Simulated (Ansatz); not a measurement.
**GeC+ (quartet): one geometry, many settings at distance Ge1–C2 = 4.169 Å**

What do other methods and options give for GeC+ (quartet) at this geometry, and how long do they take?

Method: the settings change from run to run; program: Ansatz 0.2.0, Gaussian basis.

15 further runs of the same task are left out: 11 that didn't finish, 4 set aside as unsound or not needed.

## 1. The geometry

The geometry derives from a PBE0/def2-TZVP stationary point (not a proven minimum). One bond is set to the value named and the two fragments are kept rigid. No spin-orbit coupling is included. The filled d shell of Ge may be among the frozen orbitals whatever the setting's name suggests; the logs give the count.

2 atoms, charge 1, spin multiplicity 4.

Atoms are counted from 1 here; the program's logs count them from 0.

No contacts short enough for the rule that draws bonds.

## 2. NEVPT4(SD)(3,6)/cc-pVDZ

in.yaml

```yaml
crystal:
  periodic: [false, false, false]
  atoms:
    - {symbol: Ge, position_ang: [0.000000, 0.000000, 0.000000]}
    - {symbol: C, position_ang: [0.000000, 0.000000, 4.169000]}
basis:
  gaussian: {orbitals: cc-pVDZ}
total_charge: 1
magnetization: {spin_polarized: false, initial_magnetization: 3}
correlation: {method: fic_nevpt4_sd, electrons: outside_noble_gas, active_space: {window: {electrons: 3, orbitals: 6}}}
scf: {lower_state_search: off}
```

Started as:

```console
$ ansatz run in.yaml --threads 1 --pin off --events-out ev --progress --plain --max-ram 2393MiB
```

The program printed:

```text
Functional definition: HF
  name "HF"
  cite "Fock, Z. Phys. 61, 126 (1930) doi:10.1007/BF01340294"
  parent pbe
  exchange = exact_x
  correlation = 0
these checks for a lower state are left out or cut short: stability, starts, cluster_reference, orbital_swaps, neighbouring_geometries, increment
462 factors; integrals over basis functions are off by at most 2.6e-4 eV
mean field evaluation 1: about -57479.6369 eV, gradient 2.2e1 eV
mean field evaluation 2: about -57479.6693 eV, gradient 2.1e1 eV
mean field evaluation 4: about -57466.0327 eV, gradient 2.8e1 eV
mean field evaluation 8: about -57489.3878 eV, gradient 1.6e-1 eV
mean field evaluation 16: about -57489.4460 eV, gradient 1.4e-1 eV
mean field -57489.53520964 eV, -2112.7014511476 hartree, gradient 2.1e-6 eV, S^2 3.750000; 0 other end points of the search recorded, 0 dependent functions left out
reference -57489.53520964 eV, -2112.7014511476 hartree; 20, 17 occupied and 21, 24 virtual orbitals, 462 factors
state -57489.64354788 eV, -2112.7054325045 hartree
state -57489.64354788 eV, -2112.7054325045 hartree; corrected -57492.94862283 eV, -2112.8268917689 hartree
WARN: 1 active orbitals are nearly empty or full. The corrections depend on them more than the energy does, and are more stable in an active space without them
Total energy: -57492.94862283 eV, -2112.8268917689 hartree
Checks for a lower state left out: stability, starts, cluster_reference, orbital_swaps, neighbouring_geometries, increment
```

Run time: 2.8 s. Hardware: 1 thread of Arm Neoverse V2, shared host.

From the report: 12 determinants; active occupations 1.00, 1.00, 1.00, 0.00, 0.00, 0.00. The report marks this result as in doubt.

## 3. HF/def2-SVPD

in.yaml

```yaml
crystal:
  periodic: [false, false, false]
  atoms:
    - {symbol: Ge, position_ang: [0.000000, 0.000000, 0.000000]}
    - {symbol: C, position_ang: [0.000000, 0.000000, 4.169000]}
basis:
  gaussian: {orbitals: def2-SVPD}
total_charge: 1
magnetization: {spin_polarized: true, initial_magnetization: 3}
hamiltonian: {xc: hf}
output: {orbitals: {seedname: orbitals}}
```

The command is unchanged.

The program printed, cut to the lines that bear on the results:

```text
Functional definition: HF
  name "HF"
  cite "Fock, Z. Phys. 61, 126 (1930) doi:10.1007/BF01340294"
  parent pbe
[...]
571 factors; integrals over basis functions are off by at most 3.5e-4 eV
[...]
mean field -57482.29831640 eV, -2112.4355002264 hartree, gradient 8.0e-7 eV, S^2 3.769768; 7 other end points of the search recorded, 0 dependent functions left out
reference -57482.29831640 eV, -2112.4355002264 hartree; 20, 17 occupied and 38, 41 virtual orbitals, 571 factors
Total energy: -57482.29831640 eV, -2112.4355002264 hartree
```

Wall time 4.5 s (1 thread of Arm Neoverse V2, shared host).

From the report: ⟨S²⟩ of the determinant 3.770 (pure quartet: 3.75).

## 4. CISDT/6-31G

in.yaml

```yaml
crystal:
  periodic: [false, false, false]
  atoms:
    - {symbol: Ge, position_ang: [0.000000, 0.000000, 0.000000]}
    - {symbol: C, position_ang: [0.000000, 0.000000, 4.169000]}
basis:
  gaussian: {orbitals: 6-31G}
total_charge: 1
magnetization: {spin_polarized: false, initial_magnetization: 3}
correlation: {active_space: {ras: {orbitals: [2, 3, 18], electrons: 7, max_holes: 3, max_particles: 3}, fixed_orbitals: true}}
accuracy: high
```

Launched as before.

The program printed, cut to the lines that bear on the results:

```text
Functional definition: HF
  name "HF"
  cite "Fock, Z. Phys. 61, 126 (1930) doi:10.1007/BF01340294"
  parent pbe
[...]
574 factors; integrals over basis functions are off by at most 5.2e-9 eV
[...]
mean field -57481.34234008 eV, -2112.4003687447 hartree, gradient 8.5e-9 eV, S^2 3.750000; 26 other end points of the search recorded, 0 dependent functions left out
reference -57481.34234008 eV, -2112.4003687447 hartree; 20, 17 occupied and 18, 21 virtual orbitals, 574 factors
state -57483.17036388 eV, -2112.4675473804 hartree
Total energy: -57483.17036388 eV, -2112.4675473804 hartree
```

Wall time 8 s (1 thread of Arm Neoverse V2, shared host).

From the report: 61,473 determinants.

## 5. CCSD(T) on UHF/STO-3G

in.yaml

```yaml
crystal:
  periodic: [false, false, false]
  atoms:
    - {symbol: Ge, position_ang: [0.000000, 0.000000, 0.000000]}
    - {symbol: C, position_ang: [0.000000, 0.000000, 4.169000]}
basis:
  gaussian: {orbitals: STO-3G}
total_charge: 1
magnetization: {spin_polarized: true, initial_magnetization: 3}
correlation: {method: ccsd_t, electrons: outside_noble_gas}
accuracy: high
```

Same command.

The program printed, cut to the lines that bear on the results:

```text
Functional definition: HF
  name "HF"
  cite "Fock, Z. Phys. 61, 126 (1930) doi:10.1007/BF01340294"
  parent pbe
[...]
261 factors; integrals over basis functions are off by at most 4.7e-9 eV
[...]
mean field -56835.79963760 eV, -2088.6771119931 hartree, gradient 1.0e-10 eV, S^2 3.750015; 30 other end points of the search recorded, 0 dependent functions left out
determinant -56835.79963760 eV, -2088.6771119931 hartree, with singles and doubles -56837.06045642 eV, -2088.7234462301 hartree
determinant -56835.79636032 eV, -2088.6769915552 hartree, with singles and doubles -56837.05715184 eV, -2088.7233247892 hartree
determinant -56835.77338372 eV, -2088.6761471808 hartree, with singles and doubles -56837.03565622 eV, -2088.7225348396 hartree
determinant -56835.71556982 eV, -2088.6740225593 hartree, with singles and doubles -56836.98051524 eV, -2088.7205084460 hartree
[...]
determinant -56835.77338372 eV, -2088.6761471808 hartree, with singles and doubles -56837.03322559 eV, -2088.7224455156 hartree
determinant -56835.71556982 eV, -2088.6740225593 hartree, with singles and doubles -56836.97584731 eV, -2088.7203369027 hartree
determinant -56835.70186807 eV, -2088.6735190293 hartree, with singles and doubles -56836.96271841 eV, -2088.7198544246 hartree
15 core orbitals not correlated: weight in the atoms' cores, before any rotation towards them, 1.000 or more for the frozen orbitals, at most 0.000 for the correlated occupied ones
reference -56835.79963760 eV, -2088.6771119931 hartree; 5, 2 occupied and 3, 6 virtual orbitals, 261 factors
second order -0.67611108 eV of doubles, -0.00000000 eV of singles
cycle   1  -1.25868850 eV  change   -2.5e-6 eV  update   7.1e-6
[...]
cycle  31  -1.25869145 eV  change  -4.6e-10 eV  update  7.5e-10
perturbative correction -0.00005244 eV, -0.0000019270 hartree
Total energy: -56837.05838149 eV, -2088.7233699777 hartree
```

Run time: 2.4 s. Hardware: 1 thread of Arm Neoverse V2, shared host.

From the report: ⟨S²⟩ of the determinant 3.750 (pure quartet: 3.75); correlation -1.2587 eV; T1 0.001; largest double amplitude 0.15.

## 6. CCSD/cc-pVDZ

in.yaml

```yaml
crystal:
  periodic: [false, false, false]
  atoms:
    - {symbol: Ge, position_ang: [0.000000, 0.000000, 0.000000]}
    - {symbol: C, position_ang: [0.000000, 0.000000, 4.169000]}
basis:
  gaussian: {orbitals: cc-pVDZ}
total_charge: 1
magnetization: {spin_polarized: true, initial_magnetization: 3}
hamiltonian: {xc: {name: B3LYP}}
correlation: {method: ccsd, electrons: outside_noble_gas, diis_vectors: 12}
scf: {lower_state_search: full}
```

Launched as before.

The program printed, cut to the lines that bear on the results:

```text
Functional definition: B3LYP
  name "B3LYP"
  cite "Stephens, Devlin, Chabalowski & Frisch, J. Phys. Chem. 98, 11623 (1994) doi:10.1021/j100096a001"
  cite "Becke, Phys. Rev. A 38, 3098 (1988) doi:10.1103/PhysRevA.38.3098"
  cite "Lee, Yang & Parr, Phys. Rev. B 37, 785 (1988) doi:10.1103/PhysRevB.37.785"
  cite "Vosko, Wilk & Nusair, Can. J. Phys. 58, 1200 (1980) doi:10.1139/p80-159"
[...]
462 factors; integrals over basis functions are off by at most 2.6e-4 eV
[...]
mean field -57538.75718389 eV, -2114.5103253377 hartree, gradient 2.8e-8 eV, S^2 3.753991; 22 other end points of the search recorded, 0 dependent functions left out
15 core orbitals not correlated: weight in the atoms' cores, before any rotation towards them, 1.000 or more for the frozen orbitals, at most 0.000 for the correlated occupied ones
reference -57489.04295899 eV, -2112.6833612700 hartree; 5, 2 occupied and 21, 24 virtual orbitals, 462 factors
second order -2.45017707 eV of doubles, -0.30741791 eV of singles
cycle   1  -3.39719169 eV  change   -6.4e-1 eV  update   7.8e-2
[...]
cycle  14  -3.78535822 eV  change    6.6e-6 eV  update   8.0e-6
Total energy: -57492.82831721 eV, -2112.8224706188 hartree
```

Run time: 21 s. Hardware: 1 thread of Arm Neoverse V2, shared host.

From the report: ⟨S²⟩ of the determinant 3.754 (pure quartet: 3.75); correlation -3.7854 eV; T1 0.077; largest double amplitude 0.11. The orbitals are Kohn-Sham ones, so correlation energy and T1 don't compare with those on Hartree-Fock orbitals.

## 7. CCSD(T)/def2-SVPD

in.yaml

```yaml
crystal:
  periodic: [false, false, false]
  atoms:
    - {symbol: Ge, position_ang: [0.000000, 0.000000, 0.000000]}
    - {symbol: C, position_ang: [0.000000, 0.000000, 4.169000]}
basis:
  gaussian: {orbitals: def2-SVPD, point_charges: [{charge: 1.00, position_ang: [4.861, 0.609, -0.613]}]}
total_charge: 1
magnetization: {spin_polarized: false, initial_magnetization: 3}
hamiltonian: {xc: {name: B3LYP}}
correlation: {method: ccsd_t, electrons: outside_noble_gas}
```

Same command.

The program printed, cut to the lines that bear on the results:

```text
Functional definition: B3LYP
  name "B3LYP"
  cite "Stephens, Devlin, Chabalowski & Frisch, J. Phys. Chem. 98, 11623 (1994) doi:10.1021/j100096a001"
  cite "Becke, Phys. Rev. A 38, 3098 (1988) doi:10.1103/PhysRevA.38.3098"
  cite "Lee, Yang & Parr, Phys. Rev. B 37, 785 (1988) doi:10.1103/PhysRevB.37.785"
  cite "Vosko, Wilk & Nusair, Can. J. Phys. 58, 1200 (1980) doi:10.1139/p80-159"
[...]
571 factors; integrals over basis functions are off by at most 3.5e-4 eV
[...]
mean field -57528.73373703 eV, -2114.1419704596 hartree, gradient 3.0e-6 eV, S^2 3.750000; 9 other end points of the search recorded, 0 dependent functions left out
[...]
15 core orbitals not correlated: weight in the atoms' cores, before any rotation towards them, 1.000 or more for the frozen orbitals, at most 0.000 for the correlated occupied ones
reference -57478.61444806 eV, -2112.3001205620 hartree; 5, 2 occupied and 38, 41 virtual orbitals, 571 factors
second order -2.62801643 eV of doubles, -0.42000390 eV of singles
cycle   1  -3.56164381 eV  change   -8.1e-1 eV  update   9.2e-2
[...]
cycle  22  -4.11241843 eV  change    1.3e-7 eV  update   1.6e-6
perturbative correction -0.06407386 eV, -0.0023546710 hartree
WARN: these amplitudes may be one of several solutions (largest doubles amplitude 0.12, level shift 2.40 eV)
Total energy: -57482.79094035 eV, -2112.4536038227 hartree
```

It took 29 s on 1 thread of Arm Neoverse V2, shared host.

From the report: correlation -4.1765 eV; T1 0.091; largest double amplitude 0.12. The orbitals are Kohn-Sham ones, so correlation energy and T1 don't compare with those on Hartree-Fock orbitals. The report flags that the cluster equations may have other roots.

## 8. The runs in one table

Where basis and cores are those of an earlier FCI/cc-pVDZ run (-57493.0675 eV), and the state is the same kind, the miss against it is given. † marks a result that the program doubts.

```
                                                         level         correlated  functions  energy (eV)  from FCI (meV)   time
                                     NEVPT4(SD)(3,6)/cc-pVDZ †  outside noble gas         41  -57492.9486           118.8  2.8 s
                                                  HF/def2-SVPD                            58  -57482.2983                  4.5 s
                                                   CISDT/6-31G  outside noble gas         38  -57483.1704                    8 s
                                         CCSD(T) on UHF/STO-3G  outside noble gas         23  -56837.0584                  2.4 s
                              CCSD/cc-pVDZ (on B3LYP orbitals)  outside noble gas         41  -57492.8283           239.1   21 s
CCSD(T)/def2-SVPD (beside a point charge, on B3LYP orbitals) †  outside noble gas         58  -57482.7909                   29 s
```

## 9. What came out

```
quantity                                                                 value
    runs                                                                     6
quickest                                          CCSD(T) on UHF/STO-3G, 2.4 s
 slowest  CCSD(T)/def2-SVPD (beside a point charge, on B3LYP orbitals) †, 29 s
```

Total energies in different bases, with other cores or another treatment of relativity can't be set against each other. CCSD(T)/def2-SVPD (beside a point charge, on B3LYP orbitals) † took 12 times as long as CCSD(T) on UHF/STO-3G; the jobs differ in more than the method. Among the correlated runs with a miss given, it spans +119 to +239 meV. Cores frozen from Kohn-Sham orbitals shift the total energy.
